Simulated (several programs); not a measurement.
What each method gives for Al₄SbP₃ (ordering on zincblende)

Al₄SbP₃, ordered on the zincblende lattice (P-4m2) with 8 atoms a cell, relaxed with r2SCAN in Ansatz, was computed with several methods. The symmetry is P-4m2 (No. 115, tetragonal); a = 3.997 Å, c = 11.283 Å in the conventional setting, 22.53 Å³ an atom. P is surrounded by 4 Al at 2.40 Å; Al is surrounded by 4 P at 2.40 Å; Al is surrounded by 2 P at 2.40 Å and 2 Sb at 2.60 Å; Sb is surrounded by 4 Al at 2.60 Å. No spin polarisation. The prototype was imposed, so other structures may be more stable.

Space group P-4m2 (No. 115). a = 3.997 Å, b = 3.997 Å, c = 11.283 Å, α = 90.00°, β = 90.00°, γ = 90.00°
```tsv
atom	site	symmetry	x	y	z
P	2e	2mm.	0.0000	0.0000	0.2350
Al	2g	2mm.	0.0000	0.5000	0.1174
P	1b	-4m2	0.5000	0.5000	0.0000
Al	2g	2mm.	0.0000	0.5000	0.6470
Sb	1c	-4m2	0.5000	0.5000	0.5000
```

Gaps and times are for a single point on this cell; volume and bulk modulus come from each method's own relaxation or energy curve at fixed shape, which is too stiff where a cell has free coordinates or axes. Times are rough, from shared hosts (Arm Neoverse V1; Arm Neoverse V2), and each method has its own mesh and cell size. A dagger marks a closed or tiny gap in a crystal that DFT finds insulating: a failure of the method or a wrong SCF state. A double dagger marks a value from a curve with shape and coordinates held. PM6 (MOPAC), PM7 (MOPAC), GFN1-xTB (tblite) treat a cluster of cells at its zone centre, which samples few k points: where these miss a band edge, the gap comes out too large for that reason alone. Gaps from k meshes are read at a limited set of points (mesh, symmetry points, PBE's band edges), so each method's own least gap may be somewhat smaller. xTB and the PM methods were fitted mostly to molecules, and can miss a solid's gap by electronvolts. Minimal bases can be far off for gaps. Times of the plane-wave rungs are withheld (a dash), since they come from other jobs, hosts and meshes; the meshes of hybrids and Hartree-Fock don't converge their gaps to the digits shown. GLLB-SC's gap includes the derivative discontinuity. d marks a direct gap, i an indirect one (no mark: not told apart), a dash a value that wasn't computed or didn't pass its checks.

```
                          method              kind  gap (eV)  own volume (Å³/atom)  bulk modulus (GPa)  atoms computed  processor time
light PBE (260 eV, its own mesh)  light plane-wave    0.70 i                     –                   –               8           2.1 s
                  PBE/SZV (CP2K)       small basis    2.29 d                23.87‡                 72‡               8           7.4 s
               GFN1-xTB (tblite)     tight binding     0.00†                     –                   –         cluster           7.9 s
                             PBE         semilocal    0.72 i                 22.92                 72‡               8               –
                 PBE/DZVP (CP2K)       small basis    0.69 i                22.99‡                 72‡               8            17 s
                     PM6 (MOPAC)    semi-empirical      6.37                     –                   –         cluster            18 s
                          r2SCAN         semilocal    0.98 i                 22.53                 80‡               8               –
                     PM7 (MOPAC)    semi-empirical      2.27                     –                   –         cluster            34 s
                  GLLB-SC (GPAW)   model potential      1.42                     –                   –               8            40 s
                         PBE+SOC         semilocal    0.67 i                     –                   –               8               –
                           HSE06            hybrid    1.30 i                     –                   –               8               –
                            PBE0            hybrid    1.96 i                     –                   –               8               –
```

Against HSE06 (1.30 eV) and with closed or daggered gaps left aside, the nearest gap at the points sampled is that of GLLB-SC (GPAW) (+0.13 eV) and the farthest that of PM6 (MOPAC) (+5.07 eV). HSE06 is only a yardstick of convenience, and nearness to it can be luck.

Volumes against r2SCAN's: PBE +1.7 %.

Runs without a result: GFN2-xTB (tblite) (single point).

Only the rows marked +SOC include spin-orbit coupling.
